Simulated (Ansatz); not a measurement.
Ge2Sb2Te5 in Ansatz: the effect of functional

The system is Ge2Sb2Te5.

```
CELL_PARAMETERS angstrom
4.29406 0.00000 0.00000
-2.14703 3.71877 0.00000
0.00000 0.00000 17.10135
ATOMIC_POSITIONS crystal
Te 0.66667 0.33333 0.41989
Te 0.33333 0.66667 0.58011
Te 0.33333 0.66667 0.20154
Te 0.66667 0.33333 0.79846
Te 0.00000 0.00000 0.00000
Sb 0.00000 0.00000 0.32007
Sb 0.00000 0.00000 0.67993
Ge 0.66667 0.33333 0.10290
Ge 0.33333 0.66667 0.89711
```

The cell comes from a database or a generator and needn't be the stable form of this composition.

Alike in all runs:

```yaml
Program: Ansatz 0.2.0
Task: band structure
Potentials_or_basis: Ansatz PAW
k_mesh: 7 × 7 × 2
Occupations: fermi-dirac, width 0.05 eV
Spin: no spin polarisation
```

```csv
functional,cutoff,gap on the mesh (eV),pressure (GPa),largest force (eV/Å)
LDA,420 eV (not typed: the program's choice for these potentials),0.29,-3.3,0.20
PBEsol,420 eV (not typed: the program's choice for these potentials),0.28,-2.2,0.13
RPBE,420 eV (not typed: the program's choice for these potentials),0.27,1.7,0.09
revPBE,420 eV (not typed: the program's choice for these potentials),0.27,1.3,0.09
BLYP,420 eV (not typed: the program's choice for these potentials),?,?,?
r2SCAN,500 eV (not typed: the program's choice for these potentials),0.22,-0.5,0.27
```

What does the run with functional BLYP give?

gap on the mesh 0.30 eV; pressure 4.3 GPa; largest force 0.10 eV/Å.

Caveats: spin-orbit coupling is left out, which moves the levels of the heavy elements; the PAW data sets come from PBE, with cores solved anew for the run's functional, which leaves a small shift of forces and pressure.

A k mesh can miss the band edges.

Runs at the PBE level aren't shown here.
